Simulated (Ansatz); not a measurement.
This script for the Python package of Ansatz (0.2.0) starts 6 runs on C₂H₆F₂Si, SMILES C[SiH](F)CF. What input does the engine get in each?

The script, `c2h6f2si.py`:
```python
# -*- coding: utf-8 -*-
"""One geometry of C2H6F2Si, method by method."""

from pathlib import Path

import ansatz as az
import numpy as np

c2h6f2si = (
    az.Crystal.molecule()
    .atom("C", [-0.874, -0.6722, 1.1139])
    .atom("Si", [0.6347, -0.0316, 0.3071])
    .atom("F", [1.613, -1.2769, 0.1998])
    .atom("C", [0.4318, 0.6325, -1.3989])
    .atom("F", [-0.5506, 1.6295, -1.3708])
    .atom("H", [-1.3923, -1.3987, 0.5033])
    .atom("H", [-0.6982, -1.0337, 2.1016])
    .atom("H", [-1.6073, 0.2035, 1.2052])
    .atom("H", [1.2802, 1.0159, 1.2163])
    .atom("H", [1.2776, 1.021, -1.8136])
    .atom("H", [-0.0496, -0.1463, -2.0432])
)

model = c2h6f2si.calculation().basis(gaussian="def2-SVP")

print("functional    E (Ha)        dipole (D)   HOMO (eV)  LUMO (eV)")
for name in ["lc_wpbe", "r2scan0", "revpbe", "pbe0", "hf", "pbe"]:
    r = model.functional(name).forces().orbitals().run(threads=1, pin="off", runs_dir="runs").report
    lines = Path(r["orbitals_path"]).read_text().splitlines()
    field_of = lambda key: [line.split("=")[1].strip() for line in lines if line.startswith(key)]
    orbitals = [(27.211386 * float(e), s, float(n)) for e, s, n in zip(field_of("Ene="), field_of("Spin="), field_of("Occup="))]
    homo = max(e for e, _, n in orbitals if n > 0.5)
    lumo = min(e for e, _, n in orbitals if n < 0.5)
    dipole = 4.803205 * np.linalg.norm(r["charge_distribution"]["dipole_moment_e_ang"])
    print(f"{name:10s} {r['free_energy_ev'] / 27.211386246:14.6f} {dipole:9.3f} {homo:11.3f} {lumo:10.3f}")
```

Run 1:
```yaml
crystal:
  periodic: [false, false, false]
  atoms:
    - { symbol: C, position_ang: [-0.874, -0.6722, 1.1139] }
    - { symbol: Si, position_ang: [0.6347, -0.0316, 0.3071] }
    - { symbol: F, position_ang: [1.613, -1.2769, 0.1998] }
    - { symbol: C, position_ang: [0.4318, 0.6325, -1.3989] }
    - { symbol: F, position_ang: [-0.5506, 1.6295, -1.3708] }
    - { symbol: H, position_ang: [-1.3923, -1.3987, 0.5033] }
    - { symbol: H, position_ang: [-0.6982, -1.0337, 2.1016] }
    - { symbol: H, position_ang: [-1.6073, 0.2035, 1.2052] }
    - { symbol: H, position_ang: [1.2802, 1.0159, 1.2163] }
    - { symbol: H, position_ang: [1.2776, 1.021, -1.8136] }
    - { symbol: H, position_ang: [-0.0496, -0.1463, -2.0432] }
basis:
  gaussian:
    orbitals: def2-SVP
hamiltonian:
  xc: lc_wpbe
output:
  orbitals: {}
  forces: true
```

Run 2, against run 1:
```diff
-  xc: lc_wpbe
+  xc: r2scan0
```

Run 3, against run 1:
```diff
-  xc: lc_wpbe
+  xc: revpbe
```

Run 4, against run 1:
```diff
-  xc: lc_wpbe
+  xc: pbe0
```

Run 5, against run 1:
```diff
-  xc: lc_wpbe
+  xc: hf
```

Run 6, against run 1:
```diff
-  xc: lc_wpbe
+  xc: pbe
```

```console
$ python c2h6f2si.py
functional    E (Ha)        dipole (D)   HOMO (eV)  LUMO (eV)
lc_wpbe       -568.496243     0.581     -11.334      3.115
r2scan0       -568.541977     0.582      -8.866      0.879
revpbe        -568.576569     0.613      -6.869     -0.169
pbe0          -568.328224     0.586      -8.587      0.691
hf            -566.777456     0.523     -12.445      4.428
pbe           -568.278201     0.622      -6.905     -0.292
```

Notes:
- Total energies depend on the basis set; only differences at equal settings carry meaning.
- The geometry is a force-field or estimated start, not a minimum of this method, and the basis set is short of its limit. A lower total doesn't mark the better method: functionals have no common bound, and MP2 and coupled cluster aren't variational.
- Levels such as HOMO and LUMO are orbital energies: with these approximate functionals they aren't the ionisation energy and electron affinity, and their gap isn't the fundamental gap.
- Timing: 29 s on 1 thread of Arm Neoverse V1 (shared host), peak memory 0.29 GiB.
